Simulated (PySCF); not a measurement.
**C₃H₈BFSi: electronic excitations at several levels of theory**

How much do the electronic excitations of C₃H₈BFSi (`B[Si@H]1C[C@@H](F)C1`) depend on the level of theory, and what does each level cost?

The runs use PySCF 2.14.0, with density-fitted response routines of our own; the level of theory stands in each step. All values are computed, except where a source is named. Atoms count from 0, in the outputs and in this text.

## 1. The starting structure

14 atoms, charge 0, multiplicity 1; geometry from: GFN2-xTB. The atoms were then displaced at random by about 0.01 Å, so the start is not that level's minimum.

Bonds of the start (Å): B0–Si1 1.97, Si1–C2 1.94, C2–C3 1.49, C3–F4 1.41, C3–C5 1.51, C5–Si1 1.93, B0–H6 1.18, B0–H7 1.14, Si1–H8 1.49, C2–H9 1.09, C2–H10 1.07, C3–H11 1.11, C5–H12 1.07, C5–H13 1.10.

## 2. Optimising the geometry at PBE0-D3(BJ)/def2-SVP

What the job is given:

```
{"job": {"xc": "PBE0", "basis": "def2-SVP", "d3": "d3bj", "grid": 1, "shake": 0.01, "kind": "geom"}, "charge": 0, "multiplicity": 1}
B      2.469950     0.223640     0.598590
Si     0.619380     0.765390     0.176590
C     -0.323560    -0.083430    -1.294860
C     -1.454070    -0.386260    -0.376320
F     -1.997010    -1.669660    -0.562550
C     -0.843900    -0.184270     0.992810
H      3.263850     1.053280     0.851940
H      2.808930    -0.862120     0.595990
H      0.239060     2.204190     0.174790
H      0.165720    -1.012110    -1.590710
H     -0.569820     0.481480    -2.168350
H     -2.322810     0.291860    -0.530680
H     -0.566770    -1.140880     1.394500
H     -1.496110     0.303810     1.730500
```

Launch:

```console
$ OMP_NUM_THREADS=1 python probes_run.py task.json out
```

This one command runs all jobs of the session in turn.

Standard output:

```text
step   0  E = -532.58803308  max force = 0.037082
step   1  E = -532.59752774  max force = 0.005939
step   2  E = -532.59792388  max force = 0.001953
step   3  E = -532.59814394  max force = 0.001699
step   4  E = -532.59829111  max force = 0.002416
step   5  E = -532.59838436  max force = 0.001496
step   6  E = -532.59841668  max force = 0.000823
step   7  E = -532.59843105  max force = 0.000435
optimisation converged
```

It took 56 s on 1 thread of Arm Neoverse V1, shared host; peak memory 0.51 GiB.

Relaxation path:

| step | energy from step 0 (eV) | largest force component (eV/Å) |
| --- | --- | --- |
| 0 | 0.0000 | 1.9068 |
| 1 | -0.2584 | 0.3054 |
| 2 | -0.2691 | 0.1004 |
| 3 | -0.2751 | 0.0874 |
| 4 | -0.2791 | 0.1242 |
| 5 | -0.2817 | 0.0769 |
| 6 | -0.2826 | 0.0423 |
| 7 | -0.2829 | 0.0224 |

Close pairs (by a distance rule), those that changed most:

| bond | before (Å) | after (Å) | change (Å) |
| --- | --- | --- | --- |
| B0–H7 | 1.137 | 1.210 | +0.073 |
| C2–C3 | 1.488 | 1.531 | +0.043 |
| B0–Si1 | 1.974 | 2.008 | +0.034 |
| B0–H6 | 1.176 | 1.208 | +0.032 |
| C3–F4 | 1.406 | 1.375 | -0.031 |
| C2–H10 | 1.069 | 1.098 | +0.029 |
| C5–H12 | 1.074 | 1.102 | +0.029 |
| Si1–C2 | 1.943 | 1.917 | -0.026 |

The next job starts from the end point, and lists it.

| at the end point | value |
| --- | --- |
| rotational constants (GHz, main isotopes) | 6.622, 1.662, 1.576 |
| dipole moment (D) | 1.62 |

## 3. TDDFT and polarisability: PBE0/def2-TZVP

What the job is given:

```
{"job": {"kind": "uv", "xc": "PBE0", "basis": "def2-TZVP"}, "charge": 0, "multiplicity": 1}
B      2.437995     0.260012     0.608030
Si     0.547628     0.776711     0.172355
C     -0.294822    -0.116967    -1.299707
C     -1.507635    -0.290865    -0.382389
F     -2.246253    -1.425157    -0.625697
C     -0.846187    -0.251592     0.997313
H      3.306527     1.045868     0.901987
H      2.725403    -0.915369     0.579111
H      0.246811     2.241955     0.186863
H      0.195841    -1.093987    -1.440884
H     -0.469786     0.348802    -2.278464
H     -2.189875     0.571421    -0.495335
H     -0.448600    -1.251357     1.237568
H     -1.455990     0.110469     1.835197
```

Level: TDDFT PBE0/def2-TZVP, vertical, gas phase, core orbitals frozen in the response.

Standard output:

```text
coarse grid: 12016 points
cycle   1  E = -532.9064180712  dE =  4.380e-01  |g| = 5.600e-01  |ddm| = 2.744e+00
cycle   2  E = -532.8593348492  dE =  4.708e-02  |g| = 7.701e-01  |ddm| = 1.373e+00
cycle   3  E = -532.9681821085  dE = -1.088e-01  |g| = 5.856e-02  |ddm| = 9.307e-01
cycle   4  E = -532.9686835077  dE = -5.014e-04  |g| = 3.032e-02  |ddm| = 7.676e-02
cycle   5  E = -532.9688581595  dE = -1.747e-04  |g| = 8.099e-03  |ddm| = 3.626e-02
cycle   6  E = -532.9688739767  dE = -1.582e-05  |g| = 2.082e-03  |ddm| = 7.839e-03
cycle   7  E = -532.9688751455  dE = -1.169e-06  |g| = 6.036e-04  |ddm| = 1.918e-03
final grid: 111344 points
cycle   8  E = -532.9654750117  dE = -6.032e-05  |g| = 6.676e-03  |ddm| = 5.775e-02
cycle   9  E = -532.9654671927  dE =  7.819e-06  |g| = 8.938e-03  |ddm| = 1.159e-02
cycle  10  E = -532.9654854247  dE = -1.823e-05  |g| = 1.069e-03  |ddm| = 6.736e-03
cycle  11  E = -532.9654856674  dE = -2.427e-07  |g| = 2.496e-04  |ddm| = 1.334e-03
cycle  12  E = -532.9654856771  dE = -9.716e-09  |g| = 9.512e-05  |ddm| = 2.793e-04
cycle  13  E = -532.9654856792  dE = -2.081e-09  |g| = 1.827e-05  |ddm| = 1.176e-04
cycle  14  E = -532.9654856793  dE = -9.209e-11  |g| = 3.627e-06  |ddm| = 2.143e-05
converged SCF energy = -532.9654856793

Static polarisability (au): isotropic 77.405, principal 66.250 70.174 95.790

Singlet excitations
state   eV       nm        f      main configurations
  1   3.7721    328.7   0.00426   H->L 0.91
  2   4.6790    265.0   0.00813   H-2->L 0.83
  3   4.7412    261.5   0.11302   H-1->L 0.91
  4   5.5270    224.3   0.00973   H-3->L 0.99
  5   5.6097    221.0   0.00166   H-5->L 0.94
  6   5.9806    207.3   0.00150   H-4->L 0.98
  7   7.3328    169.1   0.00528   H-6->L 0.99
  8   7.7736    159.5   0.00726   H->L+2 0.73, H->L+1 0.19
  9   7.8071    158.8   0.01520   H->L+1 0.74, H->L+2 0.18
 10   7.8539    157.9   0.00219   H-7->L 0.96

Triplet excitations (Tamm-Dancoff, eV): 2.9305 4.0140 4.2730 5.0258
```

Run time: 44 s. Hardware: 1 thread of Arm Neoverse V1, shared host; peak memory 0.91 GiB.

The orbitals next to the gap, with their largest atomic shares:

| orbital | eV | atoms |
| --- | --- | --- |
| HOMO−3 | -9.24 | F4 26 %, C3 23 %, C5 19 % |
| HOMO−2 | -8.87 | Si1 31 %, H8 25 %, B0 18 % |
| HOMO−1 | -8.36 | Si1 30 %, C2 27 %, C5 26 % |
| HOMO | -7.97 | B0 23 %, Si1 21 %, C5 13 % |
| LUMO | -2.74 | B0 72 %, Si1 18 % |
| LUMO+1 | 1.07 | Si1 36 %, B0 13 %, H11 11 % |
| LUMO+2 | 1.21 | Si1 59 %, B0 17 %, C5 6 % |

With each of the 10 states as a Gaussian band of 0.4 eV half-width at 1/e, the curve within the window shown has maxima at 262 nm (ε 4,900), 159 nm (ε 1,100) L/(mol cm). Beyond the last state computed it falls off for lack of states. The curve at chosen wavelengths:

nm, ε (L/mol/cm) and a bar:
```
      152        463 ###
      162        978 ######
      171        353 ##
      181         53 
      190         14 
      200         77 
      209        238 #
      219        475 ###
      228        672 ####
      238       1463 #########
      247       3076 ###################
      257       4696 ##############################
      266       4725 ##############################
      276       3369 #####################
      285       1942 ############
      295        878 #####
      304        423 ###
      314        243 #
      323        200 #
      333        178 #
      342        153 #
      352        117 #
      361         85 
      371         54 
      380         34 
      390         19
```

Further results of this job:

| property | computed |
| --- | --- |
| dipole moment (D) | 1.68 |
| polarisability (Å³) | 11.47 |
| HOMO–LUMO gap (eV) | 5.23 |
| −ε(HOMO) (eV) | 7.97 |

## 4. Ultraviolet spectrum: PBE0/aug-cc-pVDZ

The job, as its differences from that of step 3:

```diff
@@ -1,2 +1,2 @@
-{"job": {"kind": "uv", "xc": "PBE0", "basis": "def2-TZVP"}, "charge": 0, "multiplicity": 1}
+{"job": {"kind": "uv", "xc": "PBE0", "basis": "aug-cc-pVDZ"}, "charge": 0, "multiplicity": 1}
 B      2.437995     0.260012     0.608030
```

With the program's defaults for keys left out, this is: TDDFT PBE0/aug-cc-pVDZ, vertical, gas phase, core orbitals frozen in the response.

Standard output:

```text
coarse grid: 12016 points
cycle   1  E = -532.8178076396  dE =  4.757e-01  |g| = 5.087e-01  |ddm| = 9.054e+00
cycle   2  E = -532.7766171072  dE =  4.119e-02  |g| = 6.923e-01  |ddm| = 2.031e+00
cycle   3  E = -532.8737506961  dE = -9.713e-02  |g| = 5.404e-02  |ddm| = 1.054e+00
cycle   4  E = -532.8742473136  dE = -4.966e-04  |g| = 2.561e-02  |ddm| = 1.571e-01
cycle   5  E = -532.8743825076  dE = -1.352e-04  |g| = 6.730e-03  |ddm| = 5.735e-02
cycle   6  E = -532.8743942819  dE = -1.177e-05  |g| = 1.967e-03  |ddm| = 2.068e-02
cycle   7  E = -532.8743953534  dE = -1.072e-06  |g| = 4.741e-04  |ddm| = 5.603e-03
final grid: 111344 points
cycle   8  E = -532.8890060954  dE = -2.766e-05  |g| = 7.521e-03  |ddm| = 1.675e-01
cycle   9  E = -532.8889930929  dE =  1.300e-05  |g| = 1.086e-02  |ddm| = 3.820e-02
cycle  10  E = -532.8890199449  dE = -2.685e-05  |g| = 9.092e-04  |ddm| = 1.907e-02
cycle  11  E = -532.8890201582  dE = -2.133e-07  |g| = 1.789e-04  |ddm| = 3.026e-03
cycle  12  E = -532.8890201634  dE = -5.188e-09  |g| = 7.255e-05  |ddm| = 4.308e-04
cycle  13  E = -532.8890201649  dE = -1.450e-09  |g| = 1.671e-05  |ddm| = 2.224e-04
cycle  14  E = -532.8890201649  dE = -7.822e-11  |g| = 3.349e-06  |ddm| = 5.606e-05
converged SCF energy = -532.8890201649

Static polarisability (au): isotropic 80.705, principal 69.969 72.683 99.463

Singlet excitations
state   eV       nm        f      main configurations
  1   3.8082    325.6   0.00383   H->L 0.91
  2   4.7045    263.5   0.00647   H-2->L 0.84
  3   4.7804    259.4   0.11698   H-1->L 0.93
  4   5.5782    222.3   0.00959   H-3->L 0.99
  5   5.6392    219.9   0.00175   H-5->L 0.93
  6   6.0238    205.8   0.00142   H-4->L 0.98
  7   7.1068    174.5   0.00775   H->L+1 0.93
  8   7.3034    169.8   0.03098   H->L+2 0.89
  9   7.3682    168.3   0.00869   H-6->L 0.96
 10   7.3751    168.1   0.00687   H->L+3 0.43, H-1->L+1 0.40

Triplet excitations (Tamm-Dancoff, eV): 2.9910 4.0581 4.2887 5.0646
```

Wall time 39 s (1 thread of Arm Neoverse V1, shared host); peak memory 0.86 GiB.

In short: HOMO -7.98 eV, LUMO -2.72 eV; lowest singlet 3.81 eV.

## 5. Excited states and response: PBE0/6-31+G*

The job, as its differences from that of step 4:

```diff
@@ -1,2 +1,2 @@
-{"job": {"kind": "uv", "xc": "PBE0", "basis": "aug-cc-pVDZ"}, "charge": 0, "multiplicity": 1}
+{"job": {"kind": "uv", "xc": "PBE0", "basis": "6-31+G*"}, "charge": 0, "multiplicity": 1}
 B      2.437995     0.260012     0.608030
```

With the program's defaults for keys left out, this is: TDDFT PBE0/6-31+G*, vertical, gas phase, core orbitals frozen in the response.

Standard output:

```text
coarse grid: 12016 points
cycle   1  E = -532.8361747680  dE =  4.539e-01  |g| = 4.986e-01  |ddm| = 3.644e+00
cycle   2  E = -532.7983445102  dE =  3.783e-02  |g| = 6.721e-01  |ddm| = 1.195e+00
cycle   3  E = -532.8911588283  dE = -9.281e-02  |g| = 5.164e-02  |ddm| = 7.770e-01
cycle   4  E = -532.8916141659  dE = -4.553e-04  |g| = 2.541e-02  |ddm| = 9.461e-02
cycle   5  E = -532.8917483011  dE = -1.341e-04  |g| = 6.299e-03  |ddm| = 3.921e-02
cycle   6  E = -532.8917587978  dE = -1.050e-05  |g| = 1.870e-03  |ddm| = 1.593e-02
cycle   7  E = -532.8917597695  dE = -9.717e-07  |g| = 4.398e-04  |ddm| = 3.226e-03
final grid: 111344 points
cycle   8  E = -532.8521056260  dE = -2.126e-05  |g| = 7.885e-03  |ddm| = 6.503e-02
cycle   9  E = -532.8520916549  dE =  1.397e-05  |g| = 1.147e-02  |ddm| = 2.091e-02
cycle  10  E = -532.8521206204  dE = -2.897e-05  |g| = 8.808e-04  |ddm| = 1.260e-02
cycle  11  E = -532.8521208229  dE = -2.026e-07  |g| = 1.544e-04  |ddm| = 1.571e-03
cycle  12  E = -532.8521208263  dE = -3.345e-09  |g| = 7.325e-05  |ddm| = 3.484e-04
cycle  13  E = -532.8521208278  dE = -1.523e-09  |g| = 1.336e-05  |ddm| = 1.438e-04
cycle  14  E = -532.8521208279  dE = -5.298e-11  |g| = 2.477e-06  |ddm| = 3.362e-05
converged SCF energy = -532.8521208279

Static polarisability (au): isotropic 75.014, principal 62.635 68.720 93.685

Singlet excitations
state   eV       nm        f      main configurations
  1   3.8466    322.3   0.00460   H->L 0.91
  2   4.7637    260.3   0.01767   H-2->L 0.76, H-1->L 0.14
  3   4.8079    257.9   0.11137   H-1->L 0.84, H-2->L 0.13
  4   5.6019    221.3   0.00979   H-3->L 0.99
  5   5.6963    217.7   0.00193   H-5->L 0.93
  6   6.0807    203.9   0.00197   H-4->L 0.98
  7   7.3190    169.4   0.01260   H->L+1 0.95
  8   7.4395    166.7   0.00422   H-6->L 0.98
  9   7.5488    164.2   0.03648   H->L+2 0.93
 10   7.5564    164.1   0.01272   H->L+3 0.50, H-1->L+1 0.36, H->L+4 0.10

Triplet excitations (Tamm-Dancoff, eV): 3.0397 4.0760 4.3763 5.1351
```

Run time: 17 s. Hardware: 1 thread of Arm Neoverse V1, shared host; peak memory 0.71 GiB.

This run: HOMO -8.00 eV, LUMO -2.71 eV; lowest singlet 3.85 eV.

## 6. Comparing the runs: electronic excitations

Excitations and ground-state properties, with basis size and wall time:

| run | lowest singlet (eV) | brightest (eV) | f | gap (eV) | α (Å³) | μ (D) | functions | time |
| --- | --- | --- | --- | --- | --- | --- | --- | --- |
| PBE0/def2-TZVP | 3.77 | 4.74 | 0.113 | 5.23 | 11.47 | 1.68 | 240 | 44 s |
| PBE0/aug-cc-pVDZ | 3.81 | 4.78 | 0.117 | 5.26 | 11.96 | 1.74 | 214 | 39 s |
| PBE0/6-31+G* | 3.85 | 4.81 | 0.111 | 5.29 | 11.12 | 1.85 | 128 | 17 s |

## 7. What came out

| quantity | value |
| --- | --- |
| rotational constants (main isotopes) | 6.62, 1.66, 1.58 GHz |
| lowest singlet (PBE0/def2-TZVP) | 3.77 eV (329 nm), f = 0.004 |
| brightest single state of those computed | state 3, 4.74 eV, f = 0.113 |
| lowest triplet | 2.93 eV |
| range of the lowest singlet | 3.77 to 3.85 eV |

Single values in the summary come from the first sound run of each kind (PBE0/def2-TZVP), which need not be the best level. The start of the PBE0/def2-SVP relaxation was shaken at random by about 0.01 Å, so part of the energy gained, and of the first lengths quoted, undoes that. The optimisation took 7 steps and gained 0.283 eV; among the close pairs (by a distance rule), B0–H7 changed most, from 1.137 to 1.210 Å. No frequency check was run at this level, so the end point may be a saddle. The first singlet state (HOMO→LUMO 0.91) lies at 3.77 eV and is weak; of the 10 states computed, the strongest absorption comes from state 3 at 4.74 eV. The lowest triplet lies 0.84 eV below the lowest singlet (triplets in Tamm-Dancoff, singlets in full TDDFT). The lowest singlet runs from 3.77 eV (PBE0/def2-TZVP) to 3.85 eV (PBE0/6-31+G*), while the orbital gap spans 5.23 to 5.29 eV. The lowest state need not be the same one in every run.
